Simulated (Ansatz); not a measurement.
Run this with Ansatz's Python interface and show what comes out.

`run_phonons.py`:
```python
# -*- coding: utf-8 -*-
"""Harmonic phonons of CdIn3."""

from pathlib import Path

import ansatz as az
import numpy as np
from pymatgen.core import Lattice, Structure
from pymatgen.io.ase import AseAtomsAdaptor


def main():
    pmg_structure = Structure(
        Lattice([(0.0, 3.72554, 3.72554), (3.72554, 0.0, 3.72554), (3.72554, 3.72554, 0.0)]),
        ["Cd", "In", "In", "In"],
        [
            (0.0, 0.0, 0.0),
            (0.25, 0.25, 0.25),
            (0.75, 0.75, 0.75),
            (0.5, 0.5, 0.5),
        ],
    )
    system = az.Crystal.from_ase(AseAtomsAdaptor.get_atoms(pmg_structure))

    # the cell itself: zone-centre modes alone
    calc = (
        system.calculation()
        .accuracy("low")  # preset for grids and thresholds
        .functional("LDA")
        .scf(tolerance=1e-07, max_iterations=80)
        .occupations("gaussian", width=0.2)  # fractional filling near the Fermi level
        .kpoints(7, 7, 7)  # sampling of the Brillouin zone
        .phonons("fd", supercell=1, amplitude=0.01)
    )
    outcome = calc.run(runs_dir="out")
    folder = Path(outcome.output_folder) / "results"
    ph = outcome.phonons

    print("modes at Gamma (1/cm):", np.round(ph.gamma_omega_inv_cm, 1) + 0.0)
    print(f"{ph.n_members} displaced supercells, sum-rule residual {ph.asr_residual_pre_ev_ang2:.1e} eV/A^2")
    optical = np.sort(ph.gamma_omega_inv_cm)
    print("imaginary modes at Gamma:", int((optical < -10).sum()), "- highest mode", round(float(optical[-1]), 1), "1/cm")


if __name__ == "__main__":
    main()
```

```console
$ python run_phonons.py
DeckWarning: basis.ecutwfc = 420 eV, auto-derived from the records' recommended cutoffs: set by Cd (normal level)
modes at Gamma (1/cm): [ 0.   0.   0.  47.8 47.8 47.8 51.7 51.7 51.7 78.6 78.6 78.6]
4 displaced supercells, sum-rule residual 2.5e-04 eV/A^2
imaginary modes at Gamma: 0 - highest mode 78.6 1/cm
```
(Warnings from the package without file and line.)

What to keep in mind:
- The settings weren't tested for convergence.
- The cell isn't relaxed first, so the values belong to this volume.
- For a metal this k-point mesh is coarse: on a finer one energies can move by several to tens of meV an atom and pressures by half a GPa or more, differences at one mesh by less.
- The structure comes from a database of computed cells and needn't be a stable or known phase.
- The structure is taken as given and the supercell is small; imaginary modes can come from an unrelaxed or unstable start. Phonons of metals also depend on mesh and smearing.
- Finished in 23 s on 1 thread of Intel(R) Xeon(R) 6975P-C (Granite Rapids), on a shared host, peak memory 0.57 GiB.

(A comment or docstring line of the script was reworded after the run, the code is as it ran; lines on the test bed's own set-up are left out of the output.)
